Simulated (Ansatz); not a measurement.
# CH6BOSi radical: basis-set convergence

The task here is to estimate one member of a computed series from the others.

Method: one geometry, several basis sets; program: Ansatz 0.2.0, Gaussian basis.

Plan: PBE0-D4/def2-SVP; ωB97M-V/def2-SVP; PBE0-D4/def2-QZVPP; ωB97M-V/def2-QZVPP; the functionals' def2-TZVPP values are taken from earlier runs.

## The geometry

All runs share one geometry, relaxed beforehand with PBE0-D4 in a triple-zeta def2 set.

SMILES `C[B]O[SiH3]`, 10 atoms, charge 0, spin multiplicity 2.

Atoms are counted from 1 here; the program's logs count them from 0.

Bond lengths: C1–B2 1.556 Å, C1–H5 1.095 Å, C1–H6 1.095 Å, C1–H7 1.093 Å, B2–O3 1.339 Å, O3–Si4 1.668 Å, Si4–H8 1.481 Å, Si4–H9 1.482 Å, Si4–H10 1.482 Å. Angles: B2–C1–H5 109.3°, B2–C1–H6 112.5°, B2–C1–H7 110.8°, H5–C1–H6 108.8°, H5–C1–H7 105.9°, H6–C1–H7 109.3°, C1–B2–O3 125.4°, B2–O3–Si4 126.2°, O3–Si4–H8 106.0°, O3–Si4–H9 109.9°, O3–Si4–H10 110.0°, H8–Si4–H9 110.3°, H8–Si4–H10 110.3°, H9–Si4–H10 110.3°.

Set-up of the first run:

The input, in.yaml:

```yaml
crystal:
  periodic: [false, false, false]
  atoms:
    - {symbol: C, position_ang: [-0.475536, 1.528132, -1.333254]}
    - {symbol: B, position_ang: [-0.314300, 0.635271, -0.069412]}
    - {symbol: O, position_ang: [0.288501, -0.559653, -0.035456]}
    - {symbol: Si, position_ang: [0.484870, -1.526507, 1.309469]}
    - {symbol: H, position_ang: [0.090675, 2.455253, -1.196307]}
    - {symbol: H, position_ang: [-0.124632, 1.032154, -2.244814]}
    - {symbol: H, position_ang: [-1.518117, 1.829688, -1.464349]}
    - {symbol: H, position_ang: [1.211385, -2.729848, 0.843767]}
    - {symbol: H, position_ang: [-0.839230, -1.904815, 1.857638]}
    - {symbol: H, position_ang: [1.279585, -0.810774, 2.335617]}
basis:
  gaussian: {orbitals: def2-SVP}
magnetization: {spin_polarized: true, initial_magnetization: 1}
hamiltonian: {xc: pbe0, dispersion: d4}
output: {orbitals: {seedname: orbitals}}
```

The run is started by

```
> ansatz run in.yaml --threads 4 --pin off --events-out ev --progress --plain --max-ram 10444MiB
```

Among the steps run: PBE0-D4 in def2-SVP; ωB97M-V in def2-SVP; PBE0-D4 in def2-QZVPP; ωB97M-V in def2-QZVPP.

One table of the session follows, with a row left open; its other results are not shown here.

It belongs to the step «Density functionals: the series». 

```
functional       basis  HOMO (eV)
   PBE0-D4    def2-SVP      -5.03
   PBE0-D4  def2-TZVPP          ?
   PBE0-D4  def2-QZVPP      -5.15
   ωB97M-V    def2-SVP      -6.87
   ωB97M-V  def2-TZVPP      -7.01
   ωB97M-V  def2-QZVPP      -7.03
```

**Question.** Estimate the row for PBE0-D4, def2-TZVPP.

The run gave: HOMO (eV): -5.14. In the column «HOMO (eV)» it lies between PBE0-D4, def2-QZVPP (-5.15) and PBE0-D4, def2-SVP (-5.03).
